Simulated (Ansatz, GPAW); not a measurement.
## A script for KF (PBE in single-zeta orbitals)

These are simulated results from GPAW 26.7.0, not measurements. The cell was built from a prototype and was relaxed with r2SCAN in plane waves (Ansatz 0.2.0). Not every such cell is a known phase. All runs are without spin polarisation.

Space group Fm-3m (No. 225), cubic; a = 5.318 Å in the conventional setting, 18.80 Å³ an atom. K has 6 F at 2.66 Å; F has 6 K at 2.66 Å.

The basis is minimal: single zeta, one radial function for each shell that the log's basis lists. It describes the filled bands fairly and the empty ones poorly.

The script, run.py:

```python
import json
from ase import Atoms
from gpaw import GPAW, PW, FermiDirac

atoms = Atoms(['K', 'F'],
              cell=[[0.0, 2.65896056, 2.65896056], [2.65896056, 0.0, 2.65896056], [2.65896056, 2.65896056, 0.0]],
              scaled_positions=[[0.0, 0.0, 0.0], [0.5, 0.5, 0.5]],
              pbc=True)
calc = GPAW(mode='lcao', basis='sz(dzp)', h=0.2, xc='PBE', kpts={'size': (6, 6, 6), 'gamma': True},
            occupations=FermiDirac(0.02), maxiter=100, legacy_gpaw=True, txt='gpaw.txt')
atoms.calc = calc
res = {'energy': atoms.get_potential_energy(force_consistent=True)}
res['electrons'] = calc.get_number_of_electrons()
res['k'] = calc.get_ibz_k_points().tolist()
res['levels'] = [calc.get_eigenvalues(kpt=i).tolist() for i in range(len(res['k']))]
points = [[0.0, 0.0, 0.0], [0.5, 0.0, 0.5], [0.625, 0.25, 0.625], [0.375, 0.375, 0.75], [0.5, 0.5, 0.5], [0.5, 0.25, 0.75]]
bands = calc.fixed_density(kpts=points, symmetry='off', txt='bands.txt')
res['points'] = [bands.get_eigenvalues(kpt=i).tolist() for i in range(len(points))]
json.dump(res, open('results.json', 'w'))
print('free energy (eV):', round(res['energy'], 5))
```

Command: `python run.py`. It took 37 s on 1 thread of Arm Neoverse V1 (shared host), peak memory 0.14 GiB.

The log gpaw.txt, trimmed of paths, versions and times, then the last line on the terminal. An iter line gives the energy in eV and the logarithms of the changes of orbitals (plane waves alone) and density (c: converged):

```
___ ___ ___ _ _ _
 |   |   |_  | | | |

 | | | | | . | | | |

 |__ |  _|___|_____|  26.7.0
 |___|_|

Input parameters:
  basis: sz(dzp)
  h: 0.2
  kpts: {gamma: True,
         size: (6, 6, 6)}
  maxiter: 100
  mode: lcao
  occupations: {fixmagmom: False,
                name: fermi-dirac,
                width: 0.02}
  xc: PBE

System changes: positions, numbers, cell, pbc, initial_charges, initial_magmoms

Initialize ...

species:
  K:
    name:    Potassium
    Z:       19.0
    valence: 9
    core:    10
    charge:  0.0  # [|e|]
    compensation charges:
      type: gauss
      rc: 0.35  # [Å]
      lmax: 2
    cutoffs:
      filter: 1.91  # [Å]
      core: 1.27  # [Å]
    projectors
    | kind |    occ | energy [eV] | rcut [Å] |

    |------|--------|-------------|----------|

    |   3s |  2.000 |     -35.338 |    1.122 |

    |   4s |  1.000 |      -2.319 |    1.122 |

    |   3p |  6.000 |     -18.813 |    1.106 |

    |    p |        |       8.398 |    1.106 |

    |    d |        |       0.000 |    0.937 |

    LCAO basis set for K:
      Name: sz(dzp)
      Number of radial functions: 4
      Number of spherical harmonics: 8
        l=0, rc=4.2656 Bohr: 3s-sz confined orbital
        l=0, rc=13.1094 Bohr: 4s-sz confined orbital
        l=1, rc=5.0312 Bohr: 3p-sz confined orbital
        l=1, rc=16.0000 Bohr: 4p-sz confined orbital
      Number of RI-basis functions 0

  F:
    name:    Fluorine
    Z:       9.0
    valence: 7
    core:    2
    charge:  0.0  # [|e|]
    compensation charges:
      type: gauss
      rc: 0.20  # [Å]
      lmax: 2
    cutoffs:
      filter: 1.14  # [Å]
      core: 0.74  # [Å]
    projectors
    | kind |    occ | energy [eV] | rcut [Å] |

    |------|--------|-------------|----------|

    |   2s |  2.000 |     -29.898 |    0.635 |

    |   2p |  5.000 |     -11.110 |    0.635 |

    |    s |        |      -2.687 |    0.635 |

    |    p |        |      16.102 |    0.635 |

    |    d |        |       0.000 |    0.635 |

    LCAO basis set for F:
      Name: sz(dzp)
      Number of radial functions: 2
      Number of spherical harmonics: 4
        l=0, rc=3.8594 Bohr: 2s-sz confined orbital
        l=1, rc=4.8750 Bohr: 2p-sz confined orbital
      Number of RI-basis functions 0

Reference energy: -19096.334004  # eV

Spin-paired calculation

Convergence criteria:
 Maximum [total energy] change in last 3 cyles: 0.0005 eV / valence electron
 Maximum integral of absolute [dens]ity change: 0.0001 electrons / valence electron
 Maximum integral of absolute [eigenst]ate change: 4e-08 eV^2 / valence electron
 Maximum number of scf [iter]ations: 100
 (Square brackets indicate name in SCF output, whereas a 'c' in
 the SCF output indicates the quantity has converged.)

Symmetries present (total): 48

  ( 1  0  0)  ( 1  0  0)  ( 1  0  0)  ( 1  0  0)  ( 1  0 -1)  ( 1  0 -1)
  ( 1  0 -1)  ( 1 -1  0)  ( 0  1  0)  ( 0  0  1)  ( 1  0  0)  ( 1 -1  0)
  ( 1 -1  0)  ( 1  0 -1)  ( 0  0  1)  ( 0  1  0)  ( 1 -1  0)  ( 1  0  0)

  ( 1  0 -1)  ( 1  0 -1)  ( 1 -1  0)  ( 1 -1  0)  ( 1 -1  0)  ( 1 -1  0)
  ( 0  1 -1)  ( 0  0 -1)  ( 1  0  0)  ( 1  0 -1)  ( 0 -1  1)  ( 0 -1  0)
  ( 0  0 -1)  ( 0  1 -1)  ( 1  0 -1)  ( 1  0  0)  ( 0 -1  0)  ( 0 -1  1)

  ( 0  1  0)  ( 0  1  0)  ( 0  1  0)  ( 0  1  0)  ( 0  1 -1)  ( 0  1 -1)
  ( 1  0  0)  ( 0  1 -1)  ( 0  0  1)  (-1  1  0)  ( 1  0 -1)  ( 0  1  0)
  ( 0  0  1)  (-1  1  0)  ( 1  0  0)  ( 0  1 -1)  ( 0  0 -1)  (-1  1  0)

  ( 0  1 -1)  ( 0  1 -1)  ( 0  0  1)  ( 0  0  1)  ( 0  0  1)  ( 0  0  1)
  ( 0  0 -1)  (-1  1  0)  ( 1  0  0)  ( 0  1  0)  ( 0 -1  1)  (-1  0  1)
  ( 1  0 -1)  ( 0  1  0)  ( 0  1  0)  ( 1  0  0)  (-1  0  1)  ( 0 -1  1)

  ( 0  0 -1)  ( 0  0 -1)  ( 0  0 -1)  ( 0  0 -1)  ( 0 -1  1)  ( 0 -1  1)
  ( 1  0 -1)  ( 0  1 -1)  ( 0 -1  0)  (-1  0  0)  ( 1 -1  0)  ( 0  0  1)
  ( 0  1 -1)  ( 1  0 -1)  (-1  0  0)  ( 0 -1  0)  ( 0 -1  0)  (-1  0  1)

  ( 0 -1  1)  ( 0 -1  1)  ( 0 -1  0)  ( 0 -1  0)  ( 0 -1  0)  ( 0 -1  0)
  ( 0 -1  0)  (-1  0  1)  ( 1 -1  0)  ( 0  0 -1)  ( 0 -1  1)  (-1  0  0)
  ( 1 -1  0)  ( 0  0  1)  ( 0 -1  1)  (-1  0  0)  ( 1 -1  0)  ( 0  0 -1)

  (-1  1  0)  (-1  1  0)  (-1  1  0)  (-1  1  0)  (-1  0  1)  (-1  0  1)
  ( 0  1  0)  ( 0  1 -1)  (-1  0  1)  (-1  0  0)  ( 0  0  1)  ( 0 -1  1)
  ( 0  1 -1)  ( 0  1  0)  (-1  0  0)  (-1  0  1)  ( 0 -1  1)  ( 0  0  1)

  (-1  0  1)  (-1  0  1)  (-1  0  0)  (-1  0  0)  (-1  0  0)  (-1  0  0)
  (-1  1  0)  (-1  0  0)  ( 0  0 -1)  ( 0 -1  0)  (-1  1  0)  (-1  0  1)
  (-1  0  0)  (-1  1  0)  ( 0 -1  0)  ( 0  0 -1)  (-1  0  1)  (-1  1  0)

216 k-points: 6 x 6 x 6 Monkhorst-Pack grid + [1/12,1/12,1/12]
16 k-points in the irreducible part of the Brillouin zone
       k-points in crystal coordinates                weights
   0:     0.00000000    0.00000000    0.00000000          1/216
   1:     0.16666667    0.16666667    0.00000000          6/216
   2:     0.16666667    0.16666667    0.16666667          8/216
   3:     0.33333333    0.16666667    0.16666667         12/216
   4:     0.33333333    0.33333333   -0.33333333         12/216
   5:     0.33333333    0.33333333    0.00000000          6/216
   6:     0.33333333    0.33333333    0.16666667         24/216
   7:     0.33333333    0.33333333    0.33333333          8/216
   8:     0.50000000    0.33333333   -0.33333333         24/216
   9:     0.50000000    0.33333333   -0.16666667         12/216
          ...
  15:     0.50000000    0.50000000    0.50000000          4/216

Wave functions: LCAO
  Diagonalizer: Serial LAPACK
  Atomic Correction: dense with blas
  Data-type: complex

Occupation numbers: Fermi-Dirac:
  width: 0.0200  # eV

Eigensolver
   LCAO using direct dense diagonalizer

Densities:
  Coarse grid: 16*16*16 grid
  Fine grid: 32*32*32 grid
  Total Charge: 0.000000

Density mixing:
  Method: separate
  Backend: msr1
  Linear mixing parameter: 0.05
  old densities: 10
  Width of damping distribution: 1.1
  Damping of long wavelength oscillations: 20

Hamiltonian:
  XC and Coulomb potentials evaluated on a 32*32*32 grid
  Using the PBE Exchange-Correlation functional
  Interpolation: tri-quintic (5. degree polynomial)
  Poisson solver: FastPoissonSolver using
    Stencil: 12*3+1=37 point O(h^6) finite-difference Laplacian
    FFT axes: [np.int64(0), np.int64(1), np.int64(2)]
    FST axes: []

XC parameters: PBE with 2 nearest neighbor stencil

Memory estimate:
  Process memory now: 109.77 MiB
  Calculator: 13.61 MiB
    Density: 4.79 MiB
      Arrays: 0.81 MiB
      Localized functions: 3.35 MiB
      Mixer: 0.62 MiB
    Hamiltonian: 0.77 MiB
      Arrays: 0.53 MiB
      XC: 0.00 MiB
      Poisson: 0.00 MiB
      vbar: 0.23 MiB
    Wavefunctions: 8.05 MiB
      C [qnM]: 0.03 MiB
      S, T [2 x qmm]: 0.07 MiB
      P [aqMi]: 0.00 MiB
      BasisFunctions: 7.95 MiB
      Eigensolver: 0.00 MiB

Total number of cores used: 1

Number of atoms: 2
Number of atomic orbitals: 12
Number of bands in calculation: 9
Number of valence electrons: 16
Bands to converge: occupied
Positions:
   0 K      0.000000    0.000000    0.000000    ( 0.0000,  0.0000,  0.0000)
   1 F      2.658961    2.658961    2.658961    ( 0.0000,  0.0000,  0.0000)

Unit cell:
           periodic     x           y           z      points  spacing
  1. axis:    yes    0.000000    2.658961    2.658961    16     0.1919
  2. axis:    yes    2.658961    0.000000    2.658961    16     0.1919
  3. axis:    yes    2.658961    2.658961    0.000000    16     0.1919

  Lengths:   3.760338   3.760338   3.760338
  Angles:   60.000000  60.000000  60.000000

Effective grid spacing dv^(1/3) = 0.2094

iter:   1    -7.653053        c
iter:   2    -7.430134        c -1.24
iter:   3    -6.609072        c -1.28
iter:   4    -6.596676        c -1.82
iter:   5    -6.599921        c -1.99
iter:   6    -6.599095c       c -2.87
iter:   7    -6.598954c       c -3.09
iter:   8    -6.598945c       c -3.81
iter:   9    -6.598945c       c -5.18c

Converged after 9 iterations.

Energy contributions relative to reference atoms: (reference = -19096.334004)

Kinetic:        +20.380052
Potential:      -17.186884
External:        +0.000000
XC:             -10.676354
Entropy (-ST):   -0.000000
Local:           +0.884241
SIC:             +0.000000
--------------------------
Free energy:     -6.598945
Extrapolated:    -6.598945

Showing only first 2 kpts
 Kpt  Band  Eigenvalues  Occupancy
  0     6      0.82024    2.00000
  0     7      0.82956    2.00000
  0     8      6.16203    0.00000

  1     6      0.80105    2.00000
  1     7      0.80745    2.00000
  1     8      7.17843    0.00000

Fermi level: 1.63056

Gap: 5.325 eV
Transition (v -> c):
  (s=0, k=2, n=7, [0.17, 0.17, 0.17]) -> (s=0, k=0, n=8, [0.00, 0.00, 0.00])
Direct/indirect transitions are different
Direct gap: 5.332 eV
Transition at: (s=0, k=0, n=7, [0.00, 0.00, 0.00])

free energy (eV): -6.59894
```

The gap in the log is over the mesh alone; results.json adds the listed points. PBE in single-zeta orbitals gives a gap of 5.32 eV. On the same cell, plane-wave PBE (Ansatz, 8×8×8 k points and the special points) gives a gap of 6.26 eV and r2SCAN a gap of 6.91 eV; on shared hosts these took about 1.4 and 3 core-seconds on the 2-atom cell, against 37 for the script. Semilocal gaps usually lie below measured ones.
